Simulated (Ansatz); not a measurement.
# AlNi: the cost of one run

Computed with Ansatz 0.2.0 (DFT PBE, scalar-relativistic, plane waves, PAW, unless a step's input says otherwise).

1 further run of the same task is left out (set aside as unsound or not needed).

**1. The structure to begin with**

The structure is cubic, space group Pm-3m (No. 221). Conventional cell: a = 2.893 Å, b = 2.893 Å, c = 2.893 Å, α = 90.00°, β = 90.00°, γ = 90.00°. Around Al (site symmetry m-3m) lie 8 Ni at 2.51 Å. Ni (site symmetry m-3m) is surrounded by 8 Al at 2.51 Å.

As a file:

```
Al Ni
1.0
     2.89308    0.00000    0.00000
     0.00000    2.89308    0.00000
     0.00000    0.00000    2.89308
Al Ni
1 1
Cartesian
  0.0000 0.0000 0.0000
  1.4465 1.4465 1.4465
```

This cell was relaxed beforehand with the same method: volume 12.11 Å³/atom, gap on the mesh none (metal).

**2. Bands, states and charges**

File input.yaml:

```yaml
crystal:
  lattice:
    - [2.8930835185, 0.0, 0.0]
    - [0.0, 2.8930835185, 0.0]
    - [0.0, 0.0, 2.8930835185]
  atoms:
    - { symbol: Al, position: [0.0, 0.0, 0.0] }
    - { symbol: Ni, position: [0.5, 0.5, 0.5] }
basis:
  ecutwfc: 420
kpoints:
  mp_grid: { grid: [14, 14, 14] }
  band_path:
    path:
      - [[0.0, 0.0, 0.0], [0.0, 0.5, 0.0], [0.5, 0.5, 0.0], [0.0, 0.0, 0.0], [0.5, 0.5, 0.5], [0.0, 0.5, 0.0]]
      - [[0.5, 0.5, 0.5], [0.5, 0.5, 0.0]]
    npoints: 14
hamiltonian:
  xc: pbe
scf:
  occupations: { method: gaussian, width: 0.1 }
  n_extra_bands: 6
output:
  forces: true
  stress: true
  eigenvalues: true
  populations: true
  dos: { projected: true, de: 0.02, nscf_kmesh: { grid: [21, 21, 21] } }
  bader: true
```

Command:

```console
$ ansatz run input.yaml --threads 1 --pin off --max-ram 2560MiB --backend cpu --events-out ev --progress --plain --runs-dir out
```

Q: Estimate wall time and peak memory on 1 thread of Intel Xeon 6975P-C (Granite Rapids), shared host.

About 19 s, with a peak of 0.37 GiB.
